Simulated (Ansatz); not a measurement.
# Lu3AlN4: the cost of one run

Computed with Ansatz 0.2.0 (DFT PBE, scalar-relativistic, plane waves, PAW, unless a step names another level, unless a step's input says otherwise).

4 further runs of the same task are left out: 3 that didn't finish, 1 set aside as unsound or not needed.

**1. Starting point**

It takes space group R-3m (No. 166, trigonal). Conventional cell: a = 3.274 Å, b = 3.274 Å, c = 31.742 Å, α = 90.00°, β = 90.00°, γ = 120.00°. Around Lu (site symmetry -3m) lie 6 N at 2.35 Å. Lu (site symmetry 3m) is surrounded by 6 N at 2.34 to 2.35 Å. Al (site symmetry -3m) has 6 N at 2.20 Å as nearest neighbours. N (site symmetry 3m) has 6 Lu at 2.35 Å as nearest neighbours. Around N (site symmetry 3m) lie 3 Al at 2.20 Å and 3 Lu at 2.34 Å.

As a file:

```
CELL_PARAMETERS angstrom
1.63686 0.94504 10.58061
-1.63686 0.94504 10.58061
0.00000 -1.89009 10.58061
ATOMIC_POSITIONS crystal
Lu 0.50000 0.50000 0.50000
Lu 0.74549 0.74549 0.74549
Lu 0.25451 0.25451 0.25451
Al 0.00000 0.00000 0.00000
N 0.87719 0.87719 0.87719
N 0.12281 0.12281 0.12281
N 0.36869 0.36869 0.36869
N 0.63131 0.63131 0.63131
```

It came out lowest among 28 distinct ends of the trial cells. At a tolerance of 0.02 Å it has space group R-3m (No. 166).

**2. Bands, states and charges**

The input, input.yaml:

```yaml
crystal:
  lattice:
    - [1.6368631624, 0.9450433874, 10.5806085336]
    - [-1.6368631624, 0.9450433874, 10.5806085336]
    - [0.0, -1.8900867748, 10.5806085336]
  atoms:
    - { symbol: Lu, position: [0.5, 0.5, 0.5] }
    - { symbol: Lu, position: [0.7454874314, 0.7454874314, 0.7454874314] }
    - { symbol: Lu, position: [0.2545125686, 0.2545125686, 0.2545125686] }
    - { symbol: Al, position: [0.0, 0.0, 0.0] }
    - { symbol: "N", position: [0.8771887372, 0.8771887372, 0.8771887372] }
    - { symbol: "N", position: [0.1228112628, 0.1228112628, 0.1228112628] }
    - { symbol: "N", position: [0.3686863765, 0.3686863765, 0.3686863765] }
    - { symbol: "N", position: [0.6313136235, 0.6313136235, 0.6313136235] }
basis:
  ecutwfc: 420
kpoints:
  mp_grid: { grid: [12, 12, 12] }
  band_path:
    path:
      - [[0.0, 0.0, 0.0], [0.5, 0.5, 0.5], [0.82801481, 0.17198519, 0.5]]
      - [[0.5, -0.17198519, 0.17198519], [0.5, 0.0, 0.0], [0.0, 0.0, 0.0], [0.33599259, -0.33599259, 0.0]]
      - [[0.66400741, 0.0, 0.33599259], [0.5, 0.0, 0.5], [0.0, 0.0, 0.0]]
    npoints: 14
hamiltonian:
  xc: pbe
scf:
  occupations: { method: gaussian, width: 0.01 }
  n_extra_bands: 20
output:
  forces: true
  stress: true
  eigenvalues: true
  populations: true
  dos: { projected: true, de: 0.02, nscf_kmesh: { grid: [15, 15, 15] } }
  bader: true
```

The run is started by

```bash
ansatz run input.yaml --threads 1 --pin off --max-ram 2560MiB --backend cpu --events-out ev --progress --plain --runs-dir out
```

**Question.** How long does this run take on 1 thread of AMD EPYC 7R43 (Zen 3), shared host, and how much memory does it need?

About 5.4 min, with a peak of 1.6 GiB.
